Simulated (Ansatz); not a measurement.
Crystal: PtSe.

```
Pt Se
1.0
     3.70187    0.00000    0.00000
    -1.85094    3.20591    0.00000
     0.00000    0.00000    3.61284
Pt Se
1 1
Direct
  0.00000 0.00000 0.00000
  0.66667 0.33333 0.50000
```

The cell comes from a database or a generator and needn't be the stable form of this composition.

| Item | Value |
| --- | --- |
| Program | Ansatz 0.2.0 |
| Task | relaxation of cell and atoms |
| Functional | HSE03 |
| Potentials or basis | Ansatz PAW |
| Cutoff | 420 eV (not typed: the program's choice for these potentials) |
| k mesh | 4 × 4 × 4 |
| Occupations | fermi-dirac, width 0.05 eV |
| Spin | no spin polarisation |

At the start: volume 21.44 Å³/atom.

Task: How do energy, volume and symmetry change on relaxing?

Result: It ends after 8 steps and the volume is 18.68 Å³/atom (-12.9 %); space group P-6m2 (No. 187, to 0.05 Å).

Step by step:
```
step  energy change (eV)  largest force (eV/Å)  volume (Å³)
   1              0.0000                0.0000        42.88
   2             -0.3303                0.0000        38.07
   3             -0.3684                0.0000        36.33
   4             -0.3922                0.0000        36.39
   5             -0.4033                0.0000        37.35
   6             -0.4033                0.0000        37.37
   7             -0.4033                0.0000        37.36
   8             -0.4021                0.0000        37.36
```

Final structure:
```yaml
crystal:
  lattice:
    - [3.73458, 0.00000, 0.00000]
    - [-1.86729, 3.23424, 0.00000]
    - [0.00000, 0.00000, 3.09302]
  atoms:
    - { symbol: Pt, position: [0.00000, 0.00000, 0.00000] }
    - { symbol: Se, position: [0.66667, 0.33333, 0.50000] }
```

Caveat: the k mesh is coarse (spacing up to 0.49 Å⁻¹), so the values aren't converged, least of all with exact exchange; the plane-wave basis is chosen anew once the cell has moved, so the energies of steps on either side of that aren't comparable; the PAW data sets come from PBE, with cores solved anew for the run's functional, which leaves a small shift of forces and pressure.
